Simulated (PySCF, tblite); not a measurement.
# C2H10F2Si3: geometry, infrared bands and NMR shifts

What infrared bands and NMR shifts should C2H10F2Si3 (`FC(F)C[SiH]([SiH3])[SiH3]`) show?

Programs: tblite 0.8.0 and PySCF 2.14.0, with density-fitted response routines of our own. Each step states its level of theory. These are calculated values for one molecule in the gas phase, unless marked as measured. Atoms are numbered from 0 throughout.

## Step 1: The molecule as given

17 atoms, charge 0, multiplicity 1; geometry from: force field or distance geometry start.

Bonds of the start (Å): F0–C1 1.34, C1–F2 1.36, C1–C3 1.52, C3–Si4 1.84, Si4–Si5 2.30, Si4–Si6 2.30, C1–H7 1.10, C3–H8 1.11, C3–H9 1.10, Si4–H10 1.49, Si5–H11 1.48, Si5–H12 1.48, Si5–H13 1.49, Si6–H14 1.49, Si6–H15 1.48, Si6–H16 1.49.

## Step 2: Relaxing the molecule with GFN2-xTB

Job settings and geometry (Å):

```
{"job": {"kind": "relax", "xc": "GFN2-xTB", "basis": "xTB"}, "charge": 0, "multiplicity": 1}
F     -1.834500    -1.429500     0.435400
C     -0.664200    -1.761100     0.987000
F      0.089300    -2.373100     0.041400
C      0.052300    -0.525200     1.509100
Si     0.452900     0.803400     0.293600
Si     1.793300     0.047600    -1.412300
Si    -1.421800     1.630500    -0.746500
H     -0.842000    -2.483600     1.799900
H      0.997300    -0.852700     1.986800
H     -0.566900    -0.088200     2.312000
H      1.142600     1.903000     1.020600
H      2.236600     1.185100    -2.252700
H      1.077800    -0.925100    -2.260600
H      3.009300    -0.602900    -0.836300
H     -1.074100     2.820400    -1.566800
H     -2.048300     0.608500    -1.610700
H     -2.406500     2.055000     0.290400
```

Command:

```
$ OMP_NUM_THREADS=1 python probes_run.py task.json out
```

This one command runs all jobs of the session in turn.

**Question.** This job is followed by: GFN2-xTB harmonic vibrations, gas phase; GIAO PBE0/pcSseg-1 NMR shielding, non-relativistic, gas phase. Predict these results of the whole session: strongest single infrared mode (GFN2-xTB); zero-point energy (GFN2-xTB); ¹³C shifts against TMS (PBE0/pcSseg-1); ¹H shifts against TMS (PBE0/pcSseg-1, means over atoms taken as alike); ¹⁹F shifts against CFCl3 (PBE0/pcSseg-1, means over atoms taken as alike); ²⁹Si shifts against TMS (PBE0/pcSseg-1, means over atoms taken as alike); surface potential, 1st and 99th percentile.

As calculated:

```
                                                                 quantity                       value
                                strongest single infrared mode (GFN2-xTB)        742 cm⁻¹, 583 km/mol
                                             zero-point energy (GFN2-xTB)               65.8 kcal/mol
                                   ¹³C shifts against TMS (PBE0/pcSseg-1)             123.6, 24.3 ppm
   ¹H shifts against TMS (PBE0/pcSseg-1, means over atoms taken as alike)  6.55, 3.83, 3.60, 1.50 ppm
¹⁹F shifts against CFCl3 (PBE0/pcSseg-1, means over atoms taken as alike)                  -125.9 ppm
 ²⁹Si shifts against TMS (PBE0/pcSseg-1, means over atoms taken as alike)           -95.2, -108.1 ppm
                                    surface potential, 1st and 99th percentile          -0.78 V and 1.24 V
```

What this shows: Relaxing lowered the energy by 0.296 eV in 96 steps; the close pair that moved most is C3–Si4, from 1.845 to 1.936 Å. All 45 modes are real, so the xTB geometry is a minimum. The strongest single mode, at 742 cm⁻¹, has its largest shares on C3, H8 and H9 (the list is cut at 3 atoms). Unscaled tight-binding wavenumbers are off by several per cent, some by more. Its intensities can rank the bands wrongly. H7 (hydrogen on an sp3 CH bonded to 2 F) lies farthest downfield among hydrogen, at 6.55 ppm; its carbon carries F, hence the downfield position. At PBE0/pcSseg-1: The widest tensor belongs to F0, F2: span 177 ppm, with a paramagnetic part of -180 ppm. At PBE0/pcSseg-1, counted by nearest atom on the grid, the HOMO lies on Si4 31 %; Si5, Si6 about 18 % each, the LUMO on Si4 22 %; Si5, Si6 about 12 % each.
